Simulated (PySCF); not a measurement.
# NaZn: from the state search to spectroscopic constants

What are the lowest state that PBE0 finds, the bond length, vibrational wavenumber and bond energy of NaZn, and how much do these hang on the method?

Computed with PySCF 2.14.0. Level: Na cc-pVDZ, Zn cc-pVDZ-PP with ECP10, scalar-relativistic core potentials.

## 1. Set-up

Settings of the job:

```yaml
atoms: Na, Zn
charge: 0
basis: Na cc-pVDZ, Zn cc-pVDZ-PP with ECP10
Hamiltonian: scalar-relativistic core potentials
basis_functions: 56
electrons_treated: 31
masses_in_u: 22.9898, 63.9291
levels: PBE0, PBE, r²SCAN, PBEsol, M06-2X, LDA, LC-ωPBE, HF, MP2, SCS-MP2
grid: 80 radial by 434 angular points
occupations: held fixed by the projection of orbital angular momentum
dissociation_limit: Na + Zn, each in its ground configuration
starting_distance_in_angstrom: 2.765
values_of_2S_to_try: 1, 3
```

Launch:

```console
> OMP_NUM_THREADS=1 python dia.py task.json out
```

The runs that follow: First curve: PBE0; Other states along the same grid; PBE; r²SCAN (meta-GGA); PBEsol (GGA); M06-2X (hybrid meta-GGA); LDA; LC-ωPBE (range-separated hybrid); UHF (mean field).

What does the calculation give? Wanted: for each run, Re; ωe; De; μ.

The runs gave:

Lowest PBE0 solution found, without spin–orbit coupling: ²Σ⁺ (doublet), unpaired electrons σ ↑. State 3 has its PBE0 minimum 3.74 eV higher. The other levels ran on the lowest alone.

```csv
level,Re (Å),ωe (cm⁻¹),De (eV),μ (D)
UHF-MP2,3.844,32.6,0.030,n/a
LDA,3.041,112.9,0.300,-0.83
PBE,3.175,97.7,0.198,-0.54
PBEsol,3.124,104.0,0.238,-0.68
r²SCAN,3.133,105.6,0.250,-1.10
PBE0,3.250,86.8,0.150,-0.50
M06-2X,3.281,85.9,0.149,-0.43
LC-ωPBE,3.312,73.9,0.094,-0.30
```

De is counted to Na + Zn in their ground configurations. A positive dipole means Na(−)Zn(+). No constants: UHF (no minimum is bracketed among the points kept); UHF-SCS-MP2 (no minimum is bracketed among the points kept).

The methods spread over 0.803 Å in bond length, from LDA to UHF-MP2. Of the levels with a De here, UHF-MP2 gives the least (0.030 eV) and LDA the most (0.300 eV).

Correlated steps freeze 1 core orbital. The bond is weak, and basis-set superposition, which was not computed, may be a sizeable part of it.
